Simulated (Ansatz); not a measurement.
**C3H7NSi: up Jacob's ladder to CCSD(T)**

Aim: compute C3H7NSi with functionals from several rungs and with coupled cluster, and see how far each lands from CCSD(T) at the basis-set limit for the atomisation energy.

The runs use Ansatz 0.2.0, Gaussian basis; functionals in def2-TZVPP, the program's frozen cores in correlated methods.

Levels to be run: PBE-D4, r2SCAN-D4, PBE0-D4, B3LYP-D4, ωB97X-V, ωB97M-V, B2PLYP; CCSD(T)/def2-TZVPP; MP2/def2-QZVPP; extrapolation to the limit.

## Step 1: The relaxed structure

The geometry comes from an earlier relaxation with PBE0-D4 in a triple-zeta def2 set; it is a stationary point, not always the lowest conformer.

SMILES `C=C[SiH2]C=N`, 12 atoms, charge 0, spin multiplicity 1.

Atoms are counted from 1 here; the program's logs count them from 0.

Bond lengths: C1–C2 1.330 Å, C1–H6 1.087 Å, C1–H7 1.087 Å, C2–Si3 1.852 Å, C2–H8 1.088 Å, Si3–C4 1.892 Å, Si3–H9 1.491 Å, Si3–H10 1.489 Å, C4–N5 1.270 Å, C4–H11 1.102 Å, N5–H12 1.023 Å. Angles: C2–C1–H6 121.8°, C2–C1–H7 122.1°, H6–C1–H7 116.0°, C1–C2–Si3 122.7°, C1–C2–H8 118.7°, Si3–C2–H8 118.6°, C2–Si3–C4 111.0°, C2–Si3–H9 112.2°, C2–Si3–H10 110.0°, C4–Si3–H9 106.5°, C4–Si3–H10 109.2°, H9–Si3–H10 107.8°, Si3–C4–N5 119.4°, Si3–C4–H11 118.7°, N5–C4–H11 121.9°, C4–N5–H12 111.6°.

Geometry (Å):

```
atom    x (Å)    y (Å)    z (Å)
  C1   0.1068   0.7774   2.1791
  C2  -0.5024   0.5522   1.0187
 Si3   0.3858   0.6067  -0.6054
  C4   0.0872  -0.9784  -1.5933
  N5  -0.7557  -1.8285  -1.1691
  H6   1.1677   1.0060   2.2348
  H7  -0.4233   0.7400   3.1268
  H8  -1.5640   0.3148   1.0232
  H9  -0.0793   1.7343  -1.4636
 H10   1.8484   0.7771  -0.3817
 H11   0.6405  -1.1279  -2.5348
 H12  -0.8346  -2.6289  -1.8007
```

## Step 2: PBE-D4 (GGA)

in.yaml reads:

```yaml
crystal:
  periodic: [false, false, false]
  atoms:
    - {symbol: C, position_ang: [0.106792, 0.777361, 2.179057]}
    - {symbol: C, position_ang: [-0.502449, 0.552178, 1.018719]}
    - {symbol: Si, position_ang: [0.385773, 0.606742, -0.605440]}
    - {symbol: C, position_ang: [0.087155, -0.978419, -1.593304]}
    - {symbol: N, position_ang: [-0.755692, -1.828500, -1.169059]}
    - {symbol: H, position_ang: [1.167660, 1.006021, 2.234820]}
    - {symbol: H, position_ang: [-0.423257, 0.739990, 3.126826]}
    - {symbol: H, position_ang: [-1.564020, 0.314811, 1.023206]}
    - {symbol: H, position_ang: [-0.079331, 1.734290, -1.463605]}
    - {symbol: H, position_ang: [1.848438, 0.777109, -0.381695]}
    - {symbol: H, position_ang: [0.640452, -1.127867, -2.534788]}
    - {symbol: H, position_ang: [-0.834623, -2.628916, -1.800738]}
basis:
  gaussian: {orbitals: def2-TZVPP}
hamiltonian: {xc: pbe, dispersion: d4}
output: {forces: true, orbitals: {seedname: orbitals}}
```

Launch:

```sh
$ ansatz run in.yaml --threads 4 --pin off --events-out ev --progress --plain --max-ram 10444MiB
```

Further steps of the session: r2SCAN-D4 (meta-GGA); PBE0-D4 (hybrid); B3LYP-D4 (hybrid); ωB97X-V (range-separated); ωB97M-V (range-separated); B2PLYP (double hybrid); CCSD(T) in def2-TZVPP; MP2 in def2-QZVPP.

Q: Predict the results of all the runs planned. Wanted: atomisation energy, CCSD(T)/CBS; farthest; mean size of error, hybrid; mean size of error, range-separated; gap, smallest and largest; T1 diagnostic; triples share of the correlation energy.

As calculated:

| quantity | value |
| --- | --- |
| atomisation energy, CCSD(T)/CBS | 47.487 eV |
| functionals within 0.237 eV (0.5 %) | r2SCAN-D4, PBE0-D4, B3LYP-D4, ωB97X-V, ωB97M-V |
| farthest | PBE-D4 (+1.106 eV) |
| mean size of error, hybrid | 0.208 eV |
| mean size of error, range-separated | 0.188 eV |
| gap, smallest and largest | 3.92 eV (PBE-D4), 11.24 eV (ωB97X-V) |
| T1 diagnostic | 0.0123 |
| triples share of the correlation energy | 4.3 % |

In words: PBE-D4 is off by +1.106 eV. Double hybrids carry the basis error of their MP2 part in triple zeta, and no dispersion term here, so their miss is partly the set-up's. The reference freezes the cores and leaves out relativity and excitations past (T), so misses under about 0.237 eV can't be ranked. Hartree-Fock recovers 72 % of the binding; the rest is correlation. Orbital gaps span 3.9 to 11.2 eV; exact exchange widens them.
